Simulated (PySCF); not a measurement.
**Eu(NH2)3: other functionals and bases at one geometry**

The task here is to estimate one member of a computed series from the others.

The runs use PySCF 2.14.0; several levels, as the steps say, no spin–orbit coupling.

1 further run of the same task is left out (for a known fault of the program).

## Starting geometry

10 atoms, charge 0, spin multiplicity 1.

Bond lengths: Eu1–N2 2.210 Å, Eu1–N5 2.210 Å, Eu1–N8 2.210 Å, N2–H3 1.021 Å, N2–H4 1.021 Å, N5–H6 1.021 Å, N5–H7 1.021 Å, N8–H9 1.021 Å, N8–H10 1.021 Å. Angles: N2–Eu1–N5 119.8°, N2–Eu1–N8 119.9°, N5–Eu1–N8 120.4°, Eu1–N2–H3 127.3°, Eu1–N2–H4 127.6°, H3–N2–H4 105.1°, Eu1–N5–H6 127.1°, Eu1–N5–H7 127.9°, H6–N5–H7 105.0°, Eu1–N8–H9 128.0°, Eu1–N8–H10 126.9°, H9–N8–H10 105.1°.

Geometry (Å):

```
Eu   -0.00604   -0.00312    0.01900
N     2.20362   -0.00097    0.00283
H     2.82245    0.80738    0.08096
H     2.82698   -0.80406   -0.09335
N    -1.10373    1.90432    0.22407
H    -0.70210    2.83819    0.32169
H    -2.11460    2.04860    0.23038
N    -1.10612   -1.90531   -0.21687
H    -2.11698   -2.04813   -0.23954
H    -0.70349   -2.83691   -0.32919
```

Formal oxidation states: Eu +3. Each metal's 6 4f electrons lie in its core potential, so multiplicities, spins and levels count the valence alone. An earlier session relaxed this geometry at PBE0, Eu lcecp-1-SVP with ECP52, N def2-SVP, H def2-SVP (singlet, point group C3v).

At PBE0 on the finer grid: E = -202.939191 Eh, HOMO -5.97 eV, LUMO -1.08 eV, Mulliken charge on Eu1 +0.92 e, largest force component 0.012 eV/Å. 

Levels to run: wB97X; CAM-B3LYP; PBE0, TZVP. Hardware: 2 threads of Arm Neoverse V1, shared host.

Set-up of the first run:

run.py (the lines that set the calculation)

```python
mol = gto.M(atom='''
Eu    -0.00604    -0.00312     0.01900
N      2.20362    -0.00097     0.00283
H      2.82245     0.80738     0.08096
H      2.82698    -0.80406    -0.09335
N     -1.10373     1.90432     0.22407
H     -0.70210     2.83819     0.32169
H     -2.11460     2.04860     0.23038
N     -1.10612    -1.90531    -0.21687
H     -2.11698    -2.04813    -0.23954
H     -0.70349    -2.83691    -0.32919''',
    basis={'Eu': 'lcecp-1-SVP', 'N': 'def2-SVP', 'H': 'def2-SVP'},
    ecp={'Eu': 'lcecp-1-SVP'},
    charge=0, spin=0)
mf = dft.RKS(mol, xc='WB97X')
mf.grids.atom_grid = (75, 302)  # f atoms: unpruned, at least (60, 302)
mf = mf.density_fit()  # fitting sets: Eu AutoAux, N def2-universal-JKFIT, H def2-universal-JKFIT
mf.conv_tol = 1e-08; mf.max_cycle = 55
mf.kernel(dm0)  # dm0: the density of the relaxed state
```

Command:

```sh
OMP_NUM_THREADS=2 python run.py
```

Steps of the session up to this table: wB97X; CAM-B3LYP; PBE0, TZVP.

One of the session's tables, all rows but one given; the rest of the session is left out.

```
              level  HOMO (eV)  gap (eV)  charge on Eu1 (e)  largest force component (eV/Å)
PBE0 (relaxed here)      -5.97      4.89               0.92                            0.01
              wB97X      -8.43      8.91               0.94                            0.14
          CAM-B3LYP      -7.37      6.96               0.90                            0.07
         PBE0, TZVP          ?         ?                  ?                               ?
```

Estimate the missing values for PBE0, TZVP.

**Answer.** HOMO (eV): -6.15; gap (eV): 5.00; charge on Eu1 (e): 1.54; largest force component (eV/Å): 0.46. In the column «HOMO (eV)» it lies between CAM-B3LYP (-7.37) and PBE0 (relaxed here) (-5.97).

In one basis the HOMO–LUMO gap runs from 4.89 eV (PBE0) to 8.91 eV (wB97X). The largest leftover force, 0.46 eV/Å with PBE0, TZVP, stands at a geometry relaxed at another level. With 4f in the core, its levels are missing from HOMO and gap, and its count is fixed, so no charge can pass from the ligands into it. Total energies of different levels can't be compared.
